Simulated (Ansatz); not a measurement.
# Cl3FH2STi: the cost of one run

All numbers below are computed with Ansatz 0.2.0 (RKS PBE0-D4/def2-SVP).

## Step 1: The starting structure

Bond lengths: Ti1–F2 2.180 Å, Ti1–Cl3 2.370 Å, Ti1–Cl4 2.368 Å, Ti1–Cl5 2.368 Å, Ti1–S6 2.700 Å, S6–H7 1.400 Å. Angles: F2–Ti1–Cl3 109.4°, F2–Ti1–Cl4 109.5°, F2–Ti1–Cl5 109.5°, F2–Ti1–S6 71.6°, Cl3–Ti1–Cl4 109.5°, Cl3–Ti1–Cl5 109.5°, Cl3–Ti1–S6 178.9°, Cl4–Ti1–Cl5 109.5°, Cl4–Ti1–S6 70.0°, Cl5–Ti1–S6 70.0°, Ti1–S6–H7 109.5°.

Coordinates:

```xyz
8

Ti    0.0000    0.0000    0.0000
F     0.0000    0.0000    2.1800
Cl    2.2349    0.0000   -0.7892
Cl   -1.1163    1.9339   -0.7892
Cl   -1.1163   -1.9339   -0.7892
S    -2.5623    0.0000    0.8514
H    -3.3179   -0.8728    0.0594
H    -1.2517    0.0000    2.0365
```

## Step 2: Pulling towards end A

Springs on the bonds that form and break draw the guess towards this end; the thresholds are loose.

The input, input.yaml:

```yaml
crystal:
  periodic: [false, false, false]
  atoms:
    - { symbol: Ti, position_ang: [0.0, 0.0, 0.0] }
    - { symbol: F, position_ang: [0.0, 0.0, 2.18] }
    - { symbol: Cl, position_ang: [2.2349, 0.0, -0.7892] }
    - { symbol: Cl, position_ang: [-1.1163, 1.9339, -0.7892] }
    - { symbol: Cl, position_ang: [-1.1163, -1.9339, -0.7892] }
    - { symbol: S, position_ang: [-2.5623, 0.0, 0.8514] }
    - { symbol: H, position_ang: [-3.3179, -0.8728, 0.0594] }
    - { symbol: H, position_ang: [-1.2517, 0.0, 2.0365] }
basis:
  gaussian: { orbitals: def2-SVP }
hamiltonian:
  xc: pbe0
  dispersion: d4
relax:
  f_tol: 0.15
  max_steps: 25
  restrain:
    - { distance: [0, 5], at: 3.6, k: 30.0 }
    - { distance: [7, 1], at: 2.12, k: 30.0 }
    - { distance: [0, 1], at: 1.83, k: 30.0 }
    - { distance: [7, 5], at: 1.4, k: 30.0 }
```

The run is started by

```sh
$ ansatz run input.yaml --threads 4 --pin off --max-ram 5120MiB --backend cpu --events-out ev --progress --plain --runs-dir out
```

**Question.** How long does this run take on 4 threads of Intel Xeon Platinum 8259CL at 2.50GHz (Skylake/Cascade Lake), shared host, and how much memory does it need?

About 39 s, with a peak of 0.41 GiB.
